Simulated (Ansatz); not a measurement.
# C₂H₉AlSSi: up Jacob's ladder to CCSD(T)

The task here is to estimate one member of a computed series from the others.

The runs use Ansatz 0.2.0, Gaussian basis; functionals in def2-TZVPP, the program's frozen cores in correlated methods.

The runs, in order: PBE-D4, r2SCAN-D4, PBE0-D4, B3LYP-D4, ωB97X-V, ωB97M-V, B2PLYP; CCSD(T)/def2-TZVPP; MP2/def2-QZVPP; extrapolation to the limit.

### The relaxed structure

The geometry comes from an earlier relaxation with PBE0-D4 in a triple-zeta def2 set; it is a stationary point, not always the lowest conformer.

SMILES `C[SiH2][CH2][AlH][SH]`, 14 atoms, charge 0, spin multiplicity 1.

Atoms are counted from 1 here; the program's logs count them from 0.

Bond lengths: C1–Si2 1.873 Å, C1–H6 1.094 Å, C1–H7 1.093 Å, C1–H8 1.092 Å, Si2–C3 1.867 Å, Si2–H9 1.493 Å, Si2–H10 1.491 Å, C3–Al4 1.945 Å, C3–H11 1.098 Å, C3–H12 1.096 Å, Al4–S5 2.186 Å, Al4–H13 1.582 Å, S5–H14 1.345 Å. Angles: Si2–C1–H6 111.1°, Si2–C1–H7 111.0°, Si2–C1–H8 111.0°, H6–C1–H7 108.2°, H6–C1–H8 107.5°, H7–C1–H8 107.8°, C1–Si2–C3 111.4°, C1–Si2–H9 109.1°, C1–Si2–H10 109.3°, C3–Si2–H9 108.7°, C3–Si2–H10 111.3°, H9–Si2–H10 107.0°, Si2–C3–Al4 114.1°, Si2–C3–H11 108.1°, Si2–C3–H12 109.9°, Al4–C3–H11 108.5°, Al4–C3–H12 109.1°, H11–C3–H12 107.0° and more.

Geometry (Å):

```
C    -1.76070    0.76131    0.14272
Si    0.04337    1.15510    0.45429
C     1.00991   -0.38254    0.88872
Al    0.80909   -1.83365   -0.39015
S     1.02468   -1.42179   -2.52619
H    -1.87658    0.09757   -0.71944
H    -2.21216    0.27510    1.01170
H    -2.32946    1.67082   -0.06392
H     0.63183    1.75764   -0.77860
H     0.14440    2.18041    1.53277
H     2.07224   -0.11228    0.94375
H     0.71792   -0.73844    1.88300
H     0.46255   -3.32960   -0.01087
H     1.25001   -0.10885   -2.33918
```

The first run:

in.yaml

```yaml
crystal:
  periodic: [false, false, false]
  atoms:
    - {symbol: C, position_ang: [-1.760705, 0.761310, 0.142716]}
    - {symbol: Si, position_ang: [0.043365, 1.155101, 0.454294]}
    - {symbol: C, position_ang: [1.009912, -0.382542, 0.888722]}
    - {symbol: Al, position_ang: [0.809092, -1.833651, -0.390151]}
    - {symbol: S, position_ang: [1.024683, -1.421787, -2.526187]}
    - {symbol: H, position_ang: [-1.876575, 0.097567, -0.719439]}
    - {symbol: H, position_ang: [-2.212156, 0.275099, 1.011703]}
    - {symbol: H, position_ang: [-2.329465, 1.670819, -0.063918]}
    - {symbol: H, position_ang: [0.631830, 1.757645, -0.778605]}
    - {symbol: H, position_ang: [0.144400, 2.180406, 1.532770]}
    - {symbol: H, position_ang: [2.072240, -0.112277, 0.943749]}
    - {symbol: H, position_ang: [0.717921, -0.738436, 1.883002]}
    - {symbol: H, position_ang: [0.462548, -3.329600, -0.010874]}
    - {symbol: H, position_ang: [1.250012, -0.108855, -2.339183]}
basis:
  gaussian: {orbitals: def2-TZVPP}
hamiltonian: {xc: pbe, dispersion: d4}
output: {forces: true, orbitals: {seedname: orbitals}}
```

On the command line:

```sh
$ ansatz run in.yaml --threads 4 --pin off --events-out ev --progress --plain --max-ram 10444MiB
```

Steps of the session up to this table: PBE-D4 (GGA); r2SCAN-D4 (meta-GGA); PBE0-D4 (hybrid); B3LYP-D4 (hybrid); ωB97X-V (range-separated); ωB97M-V (range-separated); B2PLYP (double hybrid); CCSD(T) in def2-TZVPP; MP2 in def2-QZVPP.

One of the session's tables, all rows but one given; the rest of the session is left out.

| method | atomisation energy (kJ/mol) |
| --- | --- |
| PBE-D4 | 4763.8 |
| r2SCAN-D4 | 4769.0 |
| PBE0-D4 | 4739.0 |
| B3LYP-D4 | 4741.6 |
| ωB97X-V | 4776.9 |
| ωB97M-V | 4772.1 |
| B2PLYP | 4684.9 |
| HF/def2-TZVPP | 3610.4 |
| MP2/def2-TZVPP | 4662.0 |
| CCSD/def2-TZVPP | 4590.7 |
| CCSD(T)/def2-TZVPP | 4644.1 |
| MP2/CBS | 4776.8 |
| CCSD(T)/CBS | ? |

Estimate the missing values for CCSD(T)/CBS.

The run gave: atomisation energy (kJ/mol): 4758.9. In the column «atomisation energy (kJ/mol)» it lies between B3LYP-D4 (4741.6) and PBE-D4 (4763.8).

To keep in mind: Free atoms (2 C, 1 Si, 1 Al, 1 S, 9 H) were run apart at each level; the atomisation energy is their sum less the molecule, without zero-point or spin-orbit terms.
